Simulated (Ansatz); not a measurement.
# ClHTa: the cost of one run

The runs use Ansatz 0.2.0, Gaussian basis; def2-SVP, all electrons in the functionals, frozen cores in the correlation of double hybrids and RPA.

Plan: wB97M-V, B2PLYP, at 1.865 Å; 2.046 Å; 2.311 Å; 2.587 Å; 2.872 Å; 3.154 Å; 3.713 Å; 4.251 Å; 5.027 Å; 6.311 Å; 7.737 Å (not every functional at every point).

30 further runs of the same task are left out: 7 for a known fault of the program, 1 for a mislabelled method, 16 that didn't finish, 6 set aside as unsound or not needed.

**1. The geometry**

The geometry derives from a PBE0/def2-TZVP stationary point (not a proven minimum). One bond is set to the value named and the two fragments are kept rigid. No spin-orbit coupling is included. Elements past krypton take def2 core potentials.

3 atoms, charge 0, spin multiplicity 4.

Atoms are counted from 1 here; the program's logs count them from 0.

Bond lengths: Ta1–H3 1.863 Å.

No dispersion term is added; wB97M-V holds VV10 nonlocal correlation.

The geometry shown and the zero of energy belong to the point 5.027 Å. The yardstick, UCCSDT(Q), and other wave-function levels (R restricted, U unrestricted, valence and pair active spaces) come from earlier runs.

**2. wB97M-V, 1.865 Å**

File in.yaml:

```yaml
crystal:
  periodic: [false, false, false]
  atoms:
    - {symbol: Ta, position_ang: [0.000000, 0.000000, 0.000833]}
    - {symbol: Cl, position_ang: [0.000000, 0.000000, -1.864167]}
    - {symbol: H, position_ang: [0.000000, 0.000000, 1.863333]}
basis:
  gaussian: {orbitals: def2-SVP}
magnetization: {spin_polarized: true, initial_magnetization: 3}
hamiltonian: {xc: {name: wB97M-V}}
output: {orbitals: {seedname: orbitals}}
```

Command:

```
$ ansatz run in.yaml --threads 1 --pin off --events-out ev --progress --plain --max-ram 2393MiB
```

**Question.** How long does this run take on 1 thread of Arm Neoverse V2, shared host, and how much memory does it need?

About 18 s, with a peak of 0.28 GiB.
